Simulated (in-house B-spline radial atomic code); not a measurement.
**Excited states and polarisability of Bi⁷¹⁺ by several methods**

Aim: excitation energies, oscillator strengths, polarisability and C6 of Bi⁷¹⁺ by linear response on several mean fields, with the cost of each.

Method: linear response of a closed shell, each method with its own adiabatic kernel; spin-free one-electron X2C, finite nucleus; B-spline basis; no spin-orbit coupling, no double excitations; only terms of natural parity, (−1)^L, with L up to 3 are computed. Code: in-house B-spline radial atomic code version 1.

## 1. What is computed

```
element       : bismuth (Z = 83)
charge        : +71
configuration : [Ne] 3s2
runs          : TDHF; PBE; BSE on G0W0@HF; BLYP; CAM-B3LYP; BHandHLYP
```

The outer shells:

Bi⁷¹⁺
```
[Ne] core
3s [↑↓]
```

Rows of excitations, here in order of energy, give L, multiplicity, 0 for full response or 1 for Tamm-Dancoff, hole, particle, weight of that channel, energy (hartree) and multipole strength; threshold is minus the highest occupied level of the method. polarisability lists the dipole (1), quadrupole (2) and octupole (3) values; f_sum adds the dipole strengths of the shells that respond, at most the outer three principal shells; real and imaginary give α at real and imaginary frequencies.

## 2. TDHF

Settings of the run:

```ini
Z = 83
electrons = 12.0
configuration = [Ne] 3s2
hamiltonian = x2c
method = hf
box_radius = 1.98
rms_radius = 5.5211
intervals = 61
```

Started as:

```sh
$ python run_td.py task.json out
```

The settings of every run stand in task.json; they run in order.

From the run's result record (rounded, not every field):

```text
status: converged
c6 [hartree bohr^6]: 3.251303e-05
f_sum: 10.9082
imaginary [hartree, bohr^3]:
  u: [0.0, 18.3, 42.8, 73.3, 122.0, 183.0, 275.0, 428.0, 611.0, 916.0, 1530.0, 3050.0]
  alpha: [0.00126518, 0.000842216, 0.000358315, 0.000172602, 8.97257e-05, 5.69671e-05, 3.73703e-05, 2.32184e-05, 1.49823e-05, 8.40155e-06, 3.62544e-06, 1.04151e-06]
real [hartree, bohr^3]: {"omega": [2.51, 6.27, 10.0, 13.8, 17.6, 20.1, 22.6], "alpha": [0.0012775, 0.00134634, 0.00149531, 0.00179386, 0.00244676, 0.00345269, 0.00653425]}
excitations:
  - [1, 3, 0, "3s", "3p", 1.0, 22.6543, 0.0]
  - [1, 3, 1, "3s", "3p", 1.0, 22.6884, 0.0]
  - [1, 1, 0, "3s", "3p", 1.0, 25.0731, 0.76457]
  - [1, 1, 1, "3s", "3p", 1.0, 25.1156, 0.8077]
  - [2, 3, 0, "3s", "3d", 1.0, 42.1636, 0.0]
  - [2, 3, 1, "3s", "3d", 1.0, 42.1681, 0.0]
  - [2, 1, 0, "3s", "3d", 1.0, 43.0934, 0.019188]
  - [2, 1, 1, "3s", "3d", 1.0, 43.0971, 0.019416]
  - [0, 3, 0, "3s", "4s", 1.0, 156.487, 0.0]
  - [0, 3, 1, "3s", "4s", 1.0, 156.488, 0.0]
  - [0, 1, 0, "3s", "4s", 1.0, 157.145, 0.0]
  - [0, 1, 1, "3s", "4s", 1.0, 157.148, 0.0]
  - [1, 3, 0, "3s", "4p", 1.0, 166.454, 0.0]
  - [1, 3, 1, "3s", "4p", 1.0, 166.454, 0.0]
  - [1, 1, 0, "3s", "4p", 1.0, 166.689, 0.48198]
  - [1, 1, 1, "3s", "4p", 1.0, 166.691, 0.47797]
  - [2, 3, 0, "3s", "4d", 1.0, 174.066, 0.0]
  - [2, 3, 1, "3s", "4d", 1.0, 174.067, 0.0]
  - [2, 1, 0, "3s", "4d", 1.0, 174.211, 0.073071]
  - [2, 1, 1, "3s", "4d", 1.0, 174.212, 0.07316]
  - "... 76 more rows left out ..."
polarisability [au]: {"1": 0.001265182, "2": 1.32029e-05, "3": 2.077437e-07}
threshold [hartree]: 341.1929
highest [hartree]: ["3s", -341.1929]
lowest_empty [hartree]: -312.7736
responding_from_n: 1
orbital_gaps [hartree]: {"3s-4s": 160.2225, "3s-3p": 28.41929, "3s-3d": 48.17026, "3s-4f": 181.6869}
```

Run time: 0.5 s. Hardware: 1 thread of Arm Neoverse N1, shared host; peak memory 0.13 GiB.

Lowest ¹P state: 3s→3p ¹P at 682.27 eV, oscillator strength 0.765. Without spin-orbit coupling the levels of so heavy an atom are a model. α = 0.001265 bohr³.

The states in eV; those that feel the box are left out:

```csv
state,weight,full (eV),Tamm-Dancoff (eV),f
3s→3p ³P,1.00,616.45,617.38,-
3s→3p ¹P,1.00,682.27,683.43,0.765
3s→3d ³D,1.00,1147.3,1147.5,-
3s→3d ¹D,1.00,1172.6,1172.7,-
3s→4s ³S,1.00,4258.2,4258.3,-
3s→4s ¹S,1.00,4276.1,4276.2,-
3s→4p ³P,1.00,4529.4,4529.4,-
3s→4p ¹P,1.00,4535.9,4535.9,0.482
3s→4d ³D,1.00,4736.6,4736.6,-
3s→4d ¹D,1.00,4740.5,4740.5,-
3s→4f ³F,1.00,4827.9,4828.0,-
3s→4f ¹F,1.00,4838.7,4838.7,-
3s→5s ³S,1.00,6148.2,6148.2,-
3s→5s ¹S,1.00,6154.4,6154.5,-
```

## 3. PBE

The settings differ from step 2 so:

```diff
@@ -4,3 +4,3 @@
 hamiltonian = x2c
-method = hf
+method = pbe,pbe
 box_radius = 1.98
```

Results of the run:

```text
status: converged
c6 [hartree bohr^6]: 3.144258e-05
f_sum: 10.9082
excitations:
  - [1, 3, 0, "3s", "3p", 1.0, 22.928, 0.0]
  - [1, 3, 1, "3s", "3p", 1.0, 22.9443, 0.0]
  - [1, 1, 0, "3s", "3p", 1.0, 25.2781, 0.75948]
  - [1, 1, 1, "3s", "3p", 1.0, 25.3378, 0.81309]
  - [2, 3, 0, "3s", "3d", 1.0, 41.9054, 0.0]
  - [2, 3, 1, "3s", "3d", 1.0, 41.9143, 0.0]
  - [2, 1, 0, "3s", "3d", 1.0, 42.8228, 0.019201]
  - [2, 1, 1, "3s", "3d", 1.0, 42.8234, 0.019264]
  - [0, 3, 0, "3s", "4s", 1.0, 156.538, 0.0]
  - [0, 3, 1, "3s", "4s", 1.0, 156.538, 0.0]
  - [0, 1, 0, "3s", "4s", 1.0, 157.177, 0.0]
  - [0, 1, 1, "3s", "4s", 1.0, 157.181, 0.0]
  - "... 84 more rows left out ..."
polarisability [au]: {"1": 0.001237821, "2": 1.334257e-05, "3": 2.08237e-07}
threshold [hartree]: 339.1892
highest [hartree]: ["3s", -339.1892]
lowest_empty [hartree]: -315.3999
orbital_gaps [hartree]: {"3s-4s": 156.7581, "3s-3p": 23.78926, "3s-3d": 42.72014, "3s-4f": 177.6302}
```

Wall time 0.4 s (1 thread of Arm Neoverse N1, shared host); peak memory 0.13 GiB.

Lowest ¹P state: 3s→3p ¹P at 687.85 eV, oscillator strength 0.759. Without spin-orbit coupling the levels of so heavy an atom are a model. α = 0.001238 bohr³.

## 4. BSE on G0W0@HF

The settings differ from step 3 so:

```diff
@@ -4,3 +4,3 @@
 hamiltonian = x2c
-method = pbe,pbe
+method = bse
 box_radius = 1.98
```

Results of the run:

```text
status: converged
c6 [hartree bohr^6]: 3.19682e-05
f_sum: 10.9133
excitations:
  - [1, 3, 0, "3s", "3p", 1.0, 22.7751, 0.0]
  - [1, 3, 1, "3s", "3p", 1.0, 22.7993, 0.0]
  - [1, 1, 0, "3s", "3p", 1.0, 25.1744, 0.76214]
  - [1, 1, 1, "3s", "3p", 1.0, 25.2266, 0.81137]
  - [2, 3, 0, "3s", "3d", 1.0, 42.3944, 0.0]
  - [2, 3, 1, "3s", "3d", 1.0, 42.3982, 0.0]
  - [2, 1, 0, "3s", "3d", 1.0, 43.3236, 0.019285]
  - [2, 1, 1, "3s", "3d", 1.0, 43.3272, 0.019525]
  - [0, 3, 0, "3s", "4s", 1.0, 156.696, 0.0]
  - [0, 3, 1, "3s", "4s", 1.0, 156.697, 0.0]
  - [0, 1, 0, "3s", "4s", 1.0, 157.353, 0.0]
  - [0, 1, 1, "3s", "4s", 1.0, 157.356, 0.0]
  - [1, 3, 0, "3s", "4p", 1.0, 166.663, 0.0]
  - [1, 3, 1, "3s", "4p", 1.0, 166.663, 0.0]
  - [1, 1, 0, "3s", "4p", 1.0, 166.898, 0.48252]
  - [1, 1, 1, "3s", "4p", 1.0, 166.9, 0.47805]
  - "... 80 more rows left out ..."
polarisability [au]: {"1": 0.001251527, "2": 1.314133e-05, "3": 2.075075e-07}
threshold [hartree]: 341.3913
highest [hartree]: ["3s", -341.1929]
lowest_empty [hartree]: -312.7736
orbital_gaps [hartree]: {"3s-4s": 160.2225, "3s-3p": 28.41929, "3s-3d": 48.17026, "3s-4f": 181.6869}
```

Wall time 0.9 s (1 thread of Arm Neoverse N1, shared host); peak memory 0.13 GiB.

Lowest ¹P state: 3s→3p ¹P at 685.03 eV, oscillator strength 0.762. Without spin-orbit coupling the levels of so heavy an atom are a model. α = 0.001252 bohr³.

## 5. BLYP

The settings differ from step 4 so:

```diff
@@ -4,3 +4,3 @@
 hamiltonian = x2c
-method = bse
+method = b88,lyp
 box_radius = 1.98
```

Results of the run:

```text
status: converged
c6 [hartree bohr^6]: 3.14355e-05
f_sum: 10.9081
excitations:
  - [1, 3, 0, "3s", "3p", 1.0, 22.8324, 0.0]
  - [1, 3, 1, "3s", "3p", 1.0, 22.8519, 0.0]
  - [1, 1, 0, "3s", "3p", 1.0, 25.2718, 0.75911]
  - [1, 1, 1, "3s", "3p", 1.0, 25.3314, 0.81269]
  - [2, 3, 0, "3s", "3d", 1.0, 41.8387, 0.0]
  - [2, 3, 1, "3s", "3d", 1.0, 41.849, 0.0]
  - [2, 1, 0, "3s", "3d", 1.0, 42.8082, 0.019193]
  - [2, 1, 1, "3s", "3d", 1.0, 42.8088, 0.01925]
  - "... 88 more rows left out ..."
polarisability [au]: {"1": 0.001237832, "2": 1.334435e-05, "3": 2.08214e-07}
threshold [hartree]: 339.2383
highest [hartree]: ["3s", -339.2383]
lowest_empty [hartree]: -315.4554
orbital_gaps [hartree]: {"3s-4s": 156.1035, "3s-3p": 23.78285, "3s-3d": 42.72219, "3s-4f": 177.4222}
```

It took 0.4 s on 1 thread of Arm Neoverse N1, shared host; peak memory 0.13 GiB.

Lowest ¹P state: 3s→3p ¹P at 687.68 eV, oscillator strength 0.759. Without spin-orbit coupling the levels of so heavy an atom are a model. α = 0.001238 bohr³.

## 6. CAM-B3LYP

The settings differ from step 5 so:

```diff
@@ -4,3 +4,3 @@
 hamiltonian = x2c
-method = b88,lyp
+method = camb3lyp
 box_radius = 1.98
```

Results of the run:

```text
status: converged
c6 [hartree bohr^6]: 3.163075e-05
f_sum: 10.9081
excitations:
  - [1, 3, 0, "3s", "3p", 1.0, 22.8097, 0.0]
  - [1, 3, 1, "3s", "3p", 1.0, 22.8311, 0.0]
  - [1, 1, 0, "3s", "3p", 1.0, 25.2348, 0.7601]
  - [1, 1, 1, "3s", "3p", 1.0, 25.2908, 0.81173]
  - [2, 3, 0, "3s", "3d", 1.0, 41.9126, 0.0]
  - [2, 3, 1, "3s", "3d", 1.0, 41.9211, 0.0]
  - [2, 1, 0, "3s", "3d", 1.0, 42.8662, 0.019188]
  - [2, 1, 1, "3s", "3d", 1.0, 42.867, 0.019281]
  - [0, 3, 0, "3s", "4s", 1.0, 155.818, 0.0]
  - [0, 3, 1, "3s", "4s", 1.0, 155.819, 0.0]
  - [0, 1, 0, "3s", "4s", 1.0, 157.062, 0.0]
  - [0, 1, 1, "3s", "4s", 1.0, 157.068, 0.0]
  - "... 84 more rows left out ..."
polarisability [au]: {"1": 0.001242827, "2": 1.331265e-05, "3": 2.080341e-07}
threshold [hartree]: 339.7101
highest [hartree]: ["3s", -339.7101]
lowest_empty [hartree]: -314.874
orbital_gaps [hartree]: {"3s-4s": 157.0779, "3s-3p": 24.83614, "3s-3d": 43.92743, "3s-4f": 178.4154}
```

It took 0.7 s on 1 thread of Arm Neoverse N1, shared host; peak memory 0.13 GiB.

The first dipole-allowed state is 3s→3p ¹P, 686.67 eV (f = 0.760). Without spin-orbit coupling the levels of so heavy an atom are a model. α = 0.001243 bohr³.

## 7. BHandHLYP

The settings differ from step 6 so:

```diff
@@ -4,3 +4,3 @@
 hamiltonian = x2c
-method = camb3lyp
+method = bhandhlyp
 box_radius = 1.98
```

Results of the run:

```text
status: converged
c6 [hartree bohr^6]: 3.196836e-05
f_sum: 10.9082
excitations:
  - [1, 3, 0, "3s", "3p", 1.0, 22.7155, 0.0]
  - [1, 3, 1, "3s", "3p", 1.0, 22.7429, 0.0]
  - [1, 1, 0, "3s", "3p", 1.0, 25.1719, 0.76181]
  - [1, 1, 1, "3s", "3p", 1.0, 25.2222, 0.81017]
  - [2, 3, 0, "3s", "3d", 1.0, 41.9861, 0.0]
  - [2, 3, 1, "3s", "3d", 1.0, 41.9931, 0.0]
  - [2, 1, 0, "3s", "3d", 1.0, 42.9508, 0.019188]
  - [2, 1, 1, "3s", "3d", 1.0, 42.9523, 0.019333]
  - [0, 3, 0, "3s", "4s", 1.0, 155.589, 0.0]
  - [0, 3, 1, "3s", "4s", 1.0, 155.591, 0.0]
  - [0, 1, 0, "3s", "4s", 1.0, 156.981, 0.0]
  - [0, 1, 1, "3s", "4s", 1.0, 156.989, 0.0]
  - "... 84 more rows left out ..."
polarisability [au]: {"1": 0.001251416, "2": 1.327223e-05, "3": 2.080235e-07}
threshold [hartree]: 340.2423
highest [hartree]: ["3s", -340.2423]
lowest_empty [hartree]: -314.1386
orbital_gaps [hartree]: {"3s-4s": 157.7719, "3s-3p": 26.10365, "3s-3d": 45.4462, "3s-4f": 179.4092}
```

Wall time 0.6 s (1 thread of Arm Neoverse N1, shared host); peak memory 0.13 GiB.

The first dipole-allowed state is 3s→3p ¹P, 684.96 eV (f = 0.762). Without spin-orbit coupling the levels of so heavy an atom are a model. α = 0.001251 bohr³.

## 8. What came out

```tsv
run	threshold (eV)	3s→3p ¹P (eV)	3s→3p ³P, Tamm-Dancoff (eV)	α (bohr³)	C6 (hartree bohr⁶)	time
TDHF	9284.3	682.27	617.38	0.001265	3.251e-05	0.5 s
PBE	9229.8	687.85	624.34	0.001238	3.144e-05	0.4 s
BSE on G0W0@HF	9289.7	685.03	620.40	0.001252	3.197e-05	0.9 s
BLYP	9231.1	687.68	621.83	0.001238	3.144e-05	0.4 s
CAM-B3LYP	9244.0	686.67	621.27	0.001243	3.163e-05	0.7 s
BHandHLYP	9258.5	684.96	618.87	0.001251	3.197e-05	0.6 s
```

What this shows: α runs from 0.00124 (PBE) to 0.00127 bohr³ (TDHF). The semilocal functionals put the threshold at 9229.8 to 9231.1 eV, under Hartree-Fock's 9284.3 eV, through self-interaction. In this BSE only levels near the gap carry their own quasi-particle shift; deeper ones move rigidly and higher empty ones not at all. Spin-orbit coupling, absent here, splits and mixes these terms strongly in an ion this highly charged, so they need not match single real levels.
